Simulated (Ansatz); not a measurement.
# CH6OSn: the cost of one run

All numbers below are computed with Ansatz 0.2.0 (RKS PBE0-D4/def2-SVP).

**1. Starting point**

Bond lengths: Sn1–H2 1.740 Å, Sn1–H3 1.740 Å, Sn1–O4 1.959 Å, O4–H5 1.010 Å, Sn1–C6 2.148 Å, C6–H7 1.110 Å, C6–H8 1.110 Å, C6–H9 1.110 Å. Angles: H2–Sn1–H3 109.4°, H2–Sn1–O4 109.5°, H2–Sn1–C6 109.5°, H3–Sn1–O4 109.5°, H3–Sn1–C6 109.5°, O4–Sn1–C6 109.5°, Sn1–O4–H5 109.5°, Sn1–C6–H7 109.5°, Sn1–C6–H8 109.5°, Sn1–C6–H9 109.5°, H7–C6–H8 109.4°, H7–C6–H9 109.4°, H8–C6–H9 109.4°.

As a file:

```xyz
9

Sn    0.0000    0.0000    0.0000
H     0.0000    0.0000    1.7400
H     1.6408    0.0000   -0.5794
O    -0.9232    1.5994   -0.6527
H    -1.8810    1.3686   -0.8751
C    -1.0126   -1.7544   -0.7160
H    -1.5123   -2.2661    0.1329
H    -1.7727   -1.4617   -1.4701
H    -0.2768   -2.4431   -1.1811
```

**2. Relaxing the start**

The input, input.yaml:

```yaml
crystal:
  periodic: [false, false, false]
  atoms:
    - { symbol: Sn, position_ang: [0.0, 0.0, 0.0] }
    - { symbol: H, position_ang: [0.0, 0.0, 1.74] }
    - { symbol: H, position_ang: [1.6408, 0.0, -0.5794] }
    - { symbol: O, position_ang: [-0.9232, 1.5994, -0.6527] }
    - { symbol: H, position_ang: [-1.881, 1.3686, -0.8751] }
    - { symbol: C, position_ang: [-1.0126, -1.7544, -0.716] }
    - { symbol: H, position_ang: [-1.5123, -2.2661, 0.1329] }
    - { symbol: H, position_ang: [-1.7727, -1.4617, -1.4701] }
    - { symbol: H, position_ang: [-0.2768, -2.4431, -1.1811] }
basis:
  gaussian: { orbitals: def2-SVP }
hamiltonian:
  xc: pbe0
  dispersion: d4
relax:
  f_tol: 0.02
  max_steps: 40
output:
  orbitals: {}
```

Launch:

```bash
ansatz run input.yaml --threads 2 --pin off --max-ram 3072MiB --backend cpu --events-out ev --progress --plain --runs-dir out
```

**Question.** How long does this run take on 2 threads of Intel Xeon Platinum 8259CL at 2.50GHz (Skylake/Cascade Lake), shared host, and how much memory does it need?

About 72 s, with a peak of 0.19 GiB.
